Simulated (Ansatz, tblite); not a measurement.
# C23H22N2S4: one state, many levels

An exercise on one series of results from a longer session: the logs are not shown, and one member is left open.

Computed with Ansatz 0.2.0, Gaussian basis. Level: as each input shows.

Plan: GFN1-xTB, GFN2-xTB, PBE-D4/def2-TZVP, r2SCAN-D4/def2-TZVP, PBE-D4/def2-SVP, PBE0-D4/def2-SVP.

1 further run of the same task is left out (set aside as unsound or not needed).

**The structure**

The geometry is that of the singlet, from an earlier relaxation (PBE-D4/def2-SVP).

SMILES `Cc1cc(-c2sc(-c3sc(-c4sc(N(C)C)cc4C)cc3C)cc2C)sc1C#N`, 51 atoms, charge 0, spin multiplicity 1.

Bond lengths: C1–C2 1.500 Å, C1–H30 1.107 Å, C1–H31 1.110 Å, C1–H32 1.110 Å, C2–C3 1.420 Å, C2–C27 1.402 Å, C3–C4 1.399 Å, C3–H33 1.096 Å, C4–C5 1.442 Å, C4–S26 1.753 Å, C5–S6 1.756 Å, C5–C24 1.405 Å, S6–C7 1.753 Å, C7–C8 1.439 Å, C7–C23 1.399 Å, C8–S9 1.757 Å, C8–C21 1.406 Å, S9–C10 1.755 Å and more. Angles: C2–C1–H30 111.6°, C2–C1–H31 111.0°, C2–C1–H32 111.0°, H30–C1–H31 108.1°, H30–C1–H32 108.0°, H31–C1–H32 107.0°, C1–C2–C3 124.6°, C1–C2–C27 123.8°, C3–C2–C27 111.6°, C2–C3–C4 114.4°, C2–C3–H33 122.6°, C4–C3–H33 122.9°, C3–C4–C5 129.8°, C3–C4–S26 110.4°, C5–C4–S26 119.8°, C4–C5–S6 119.6°, C4–C5–C24 129.6°, S6–C5–C24 110.8° and more.

PBE0-D4/def2-TZVP was run before; its log isn't repeated, and its numbers join the tables.

The first run:

Tight binding, by tblite at 300 K electronic temperature and without a spin-polarisation term:

```python
tblite.interface.Calculator('GFN1-xTB', numbers, positions, charge=0, uhf=0).singlepoint()
```

Tight binding, by tblite at 300 K electronic temperature and without a spin-polarisation term:

```python
tblite.interface.Calculator('GFN2-xTB', numbers, positions, charge=0, uhf=0).singlepoint()
```

start.molden holds the orbitals of an earlier run on this state, given as this run's starting guess.

Contents of in.yaml:

```yaml
crystal:
  periodic: [false, false, false]
  atoms:
    - {symbol: C, position_ang: [-8.630769, 0.745626, -1.959779]}
    - {symbol: C, position_ang: [-7.224277, 0.989132, -1.498030]}
    - {symbol: C, position_ang: [-6.321565, -0.028707, -1.090597]}
    - {symbol: C, position_ang: [-5.057033, 0.436385, -0.712974]}
    - {symbol: C, position_ang: [-3.901414, -0.296480, -0.257484]}
    - {symbol: S, position_ang: [-2.313165, 0.445977, -0.347518]}
    - {symbol: C, position_ang: [-1.531075, -0.953992, 0.361584]}
    - {symbol: C, position_ang: [-0.105599, -0.960786, 0.561069]}
    - {symbol: S, position_ang: [0.889735, 0.206456, -0.295079]}
    - {symbol: C, position_ang: [2.364531, -0.376822, 0.456686]}
    - {symbol: C, position_ang: [3.652690, 0.198809, 0.187549]}
    - {symbol: S, position_ang: [5.046004, -0.437994, 1.070085]}
    - {symbol: C, position_ang: [6.141461, 0.666230, 0.258935]}
    - {symbol: N, position_ang: [7.489984, 0.627027, 0.518151]}
    - {symbol: C, position_ang: [7.975894, -0.112499, 1.665913]}
    - {symbol: C, position_ang: [8.318586, 1.670168, -0.051594]}
    - {symbol: C, position_ang: [5.444855, 1.495810, -0.621974]}
    - {symbol: C, position_ang: [4.046733, 1.231583, -0.675311]}
    - {symbol: C, position_ang: [3.108111, 1.997917, -1.562750]}
    - {symbol: C, position_ang: [2.058810, -1.440118, 1.314819]}
    - {symbol: C, position_ang: [0.684839, -1.779960, 1.386596]}
    - {symbol: C, position_ang: [0.155645, -2.873019, 2.270094]}
    - {symbol: C, position_ang: [-2.488434, -1.934187, 0.646369]}
    - {symbol: C, position_ang: [-3.821315, -1.580355, 0.307500]}
    - {symbol: C, position_ang: [-4.994428, -2.486549, 0.550501]}
    - {symbol: S, position_ang: [-4.983858, 2.182437, -0.846511]}
    - {symbol: C, position_ang: [-6.634269, 2.258799, -1.429572]}
    - {symbol: C, position_ang: [-7.225664, 3.496032, -1.767993]}
    - {symbol: N, position_ang: [-7.730386, 4.521957, -2.051873]}
    - {symbol: H, position_ang: [-9.131361, 1.687813, -2.253893]}
    - {symbol: H, position_ang: [-8.649456, 0.058417, -2.831433]}
    - {symbol: H, position_ang: [-9.235133, 0.270596, -1.158698]}
    - {symbol: H, position_ang: [-6.581622, -1.093378, -1.115061]}
    - {symbol: H, position_ang: [7.526295, -1.128136, 1.682177]}
    - {symbol: H, position_ang: [9.073427, -0.233345, 1.590270]}
    - {symbol: H, position_ang: [7.739571, 0.381276, 2.639570]}
    - {symbol: H, position_ang: [9.383660, 1.426717, 0.121848]}
    - {symbol: H, position_ang: [8.110081, 2.676828, 0.384199]}
    - {symbol: H, position_ang: [8.158331, 1.734997, -1.147752]}
    - {symbol: H, position_ang: [5.921966, 2.281624, -1.220159]}
    - {symbol: H, position_ang: [2.338346, 2.543740, -0.976337]}
    - {symbol: H, position_ang: [3.658526, 2.740869, -2.171130]}
    - {symbol: H, position_ang: [2.559377, 1.328634, -2.258839]}
    - {symbol: H, position_ang: [2.831233, -1.965940, 1.894689]}
    - {symbol: H, position_ang: [0.925778, -3.199854, 2.994831]}
    - {symbol: H, position_ang: [-0.147503, -3.767417, 1.684231]}
    - {symbol: H, position_ang: [-0.736021, -2.541301, 2.840449]}
    - {symbol: H, position_ang: [-2.232449, -2.911507, 1.071798]}
    - {symbol: H, position_ang: [-5.349588, -2.964058, -0.388106]}
    - {symbol: H, position_ang: [-4.722974, -3.300397, 1.249990]}
    - {symbol: H, position_ang: [-5.855101, -1.935032, 0.980532]}
basis:
  gaussian: {orbitals: def2-TZVP, fitting: {mean_field: def2-universal-jkfit}, initial_orbitals: start.molden}
hamiltonian: {xc: pbe, dispersion: d4}
scf: {omitted_lower_state_checks: [starts]}
output: {forces: true, orbitals: {seedname: orbitals}}
```

The run is started by

```console
> ansatz run in.yaml --threads 2 --pin off --events-out ev --progress --plain --max-ram 32768MiB --backend cuda --devices 0, --max-vram 18GiB
```

Among the steps run: PBE-D4/def2-TZVP; r2SCAN-D4/def2-TZVP; PBE-D4/def2-SVP; PBE0-D4/def2-SVP.

One of the session's tables, all rows but one given; the rest of the session is left out.

It belongs to the step «Binding energy». 

```
              level  binding an atom (eV)
    PBE-D4/def2-SVP                 5.068
   PBE-D4/def2-TZVP                 5.006
r2SCAN-D4/def2-TZVP                     ?
   PBE0-D4/def2-SVP                 4.946
  PBE0-D4/def2-TZVP                 4.884
```

Q: Estimate the row for r2SCAN-D4/def2-TZVP from the others.

As computed: binding an atom (eV): 4.834. In the column «binding an atom (eV)» it is the lowest.

To keep in mind: Free atoms were run apart at each level; binding is atoms less cluster, divided by the number of atoms, without zero-point or spin-orbit terms.
